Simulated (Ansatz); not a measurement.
# HoHgF4: the cost of one run

Computed with Ansatz 0.2.0 (DFT PBE, scalar-relativistic, plane waves, PAW; 4f electrons in the core of a trivalent norm-conserving potential, unless a step's input says otherwise).

### Step 1. The structure to begin with

Symmetry: F-43m, No. 216, cubic system. Conventional cell: a = 7.410 Å, b = 7.410 Å, c = 7.410 Å, α = 90.00°, β = 90.00°, γ = 90.00°. Around Ho (site symmetry -43m) lie 12 F at 3.08 Å and 4 Hg at 3.21 Å. Hg (site symmetry -43m) is surrounded by 12 F at 3.07 Å and 4 Ho at 3.21 Å. Around F (site symmetry 3m) lie 6 F at 2.58 to 2.66 Å and 3 Hg at 3.07 Å and 3 Ho at 3.08 Å.

Structure file:

```
Ho Hg F
1.0
     0.00000    3.70490    3.70490
     3.70490    0.00000    3.70490
     3.70490    3.70490    0.00000
Ho Hg F
1 1 4
Direct
  0.00000 0.00000 0.00000
  0.75000 0.75000 0.75000
  0.86994 0.37669 0.37669
  0.37669 0.37669 0.37669
  0.37669 0.86994 0.37669
  0.37669 0.37669 0.86994
```

Recipe of the guess: species swapped into a database cell of ZrAlCo4 (F-43m, No. 216), with Ho on the Zr sites, Hg on the Al sites and F on the Co sites. Lengths come from tabulated atomic sizes and are only a guess.

### Step 2. A first look at the guess

input.yaml

```yaml
crystal:
  lattice:
    - [0.0, 3.70489587, 3.70489587]
    - [3.70489587, 0.0, 3.70489587]
    - [3.70489587, 3.70489587, 0.0]
  atoms:
    - { symbol: Ho, position: [0.0, 0.0, 0.0] }
    - { symbol: Hg, position: [0.75, 0.75, 0.75] }
    - { symbol: F, position: [0.86993903, 0.37668699, 0.37668699] }
    - { symbol: F, position: [0.37668699, 0.37668699, 0.37668699] }
    - { symbol: F, position: [0.37668699, 0.86993903, 0.37668699] }
    - { symbol: F, position: [0.37668699, 0.37668699, 0.86993903] }
basis:
  ecutwfc: 690
kpoints:
  mp_grid: { grid: [4, 4, 4] }
hamiltonian:
  xc: pbe
  pseudopotentials:
    kind: paw
    azcp: { Ho: "pseudopotentials/pbe/nc/lanthanide_3plus/Ho.nc.azcp" }
scf:
  occupations: { method: gaussian, width: 0.1 }
  lower_state_search: "off"
output:
  forces: true
  stress: true
  eigenvalues: true
```

Run with:

```sh
$ ansatz run input.yaml --threads 1 --pin off --max-ram 2560MiB --backend cpu --events-out ev --progress --plain --runs-dir out
```

Q: Estimate wall time and peak memory on 1 thread of Intel Xeon at 2.70GHz, shared host.

About 8.6 s, with a peak of 0.39 GiB.
